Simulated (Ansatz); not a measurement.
# CH₄ClNOSi: basis-set convergence

How large a basis does CH₄ClNOSi need? Two functionals are run in growing sets.

Program: Ansatz 0.2.0, Gaussian basis. Level of theory: one geometry, several basis sets. These are calculated values, not measurements.

Levels to be run: PBE0-D4/def2-SVP; ωB97M-V/def2-SVP; PBE0-D4/def2-QZVPP; ωB97M-V/def2-QZVPP; the functionals' def2-TZVPP values are taken from earlier runs.

## (1) The relaxed structure

The geometry comes from an earlier relaxation with PBE0-D4 in a triple-zeta def2 set; it is a stationary point, not always the lowest conformer.

SMILES `N=C(Cl)[SiH2]O`, 9 atoms, charge 0, spin multiplicity 1.

Atoms are counted from 1 here; the program's logs count them from 0.

Bond lengths: N1–C2 1.252 Å, N1–H6 1.020 Å, C2–Cl3 1.768 Å, C2–Si4 1.896 Å, Si4–O5 1.635 Å, Si4–H7 1.482 Å, Si4–H8 1.482 Å, O5–H9 0.964 Å. Angles: C2–N1–H6 115.0°, N1–C2–Cl3 123.8°, N1–C2–Si4 119.8°, Cl3–C2–Si4 116.4°, C2–Si4–O5 105.5°, C2–Si4–H7 108.4°, C2–Si4–H8 108.4°, O5–Si4–H7 112.2°, O5–Si4–H8 112.2°, H7–Si4–H8 109.9°, Si4–O5–H9 113.2°.

## (2) PBE0-D4 in def2-SVP

in.yaml

```yaml
crystal:
  periodic: [false, false, false]
  atoms:
    - {symbol: N, position_ang: [-1.007744, 0.269949, 1.263262]}
    - {symbol: C, position_ang: [0.059083, 0.565362, 0.679223]}
    - {symbol: Cl, position_ang: [1.180836, 1.806884, 1.248742]}
    - {symbol: Si, position_ang: [0.545684, -0.342082, -0.912297]}
    - {symbol: O, position_ang: [-0.657766, -1.412439, -1.191397]}
    - {symbol: H, position_ang: [-1.196573, 0.803632, 2.111808]}
    - {symbol: H, position_ang: [1.848867, -1.011412, -0.689714]}
    - {symbol: H, position_ang: [0.670092, 0.655656, -2.000808]}
    - {symbol: H, position_ang: [-1.353979, -1.381850, -0.525918]}
basis:
  gaussian: {orbitals: def2-SVP}
hamiltonian: {xc: pbe0, dispersion: d4}
output: {orbitals: {seedname: orbitals}}
```

On the command line:

```console
> ansatz run in.yaml --threads 4 --pin off --events-out ev --progress --plain --max-ram 10444MiB
```

The runs that follow: ωB97M-V in def2-SVP; PBE0-D4 in def2-QZVPP; ωB97M-V in def2-QZVPP.

Before running them: what should the planned runs give, taken together? Wanted: PBE0-D4: double and triple zeta above quadruple; ωB97M-V: double and triple zeta above quadruple.

As calculated:

```
                                       quantity           value
PBE0-D4: double and triple zeta above quadruple  13.70, 0.90 eV
ωB97M-V: double and triple zeta above quadruple  13.77, 0.85 eV
```

In words: For PBE0-D4 the step from double to triple zeta gains 12.80 eV and the next only 0.90 eV. These are total energies; as a rule much of such shifts cancels in differences, which this series doesn't test.
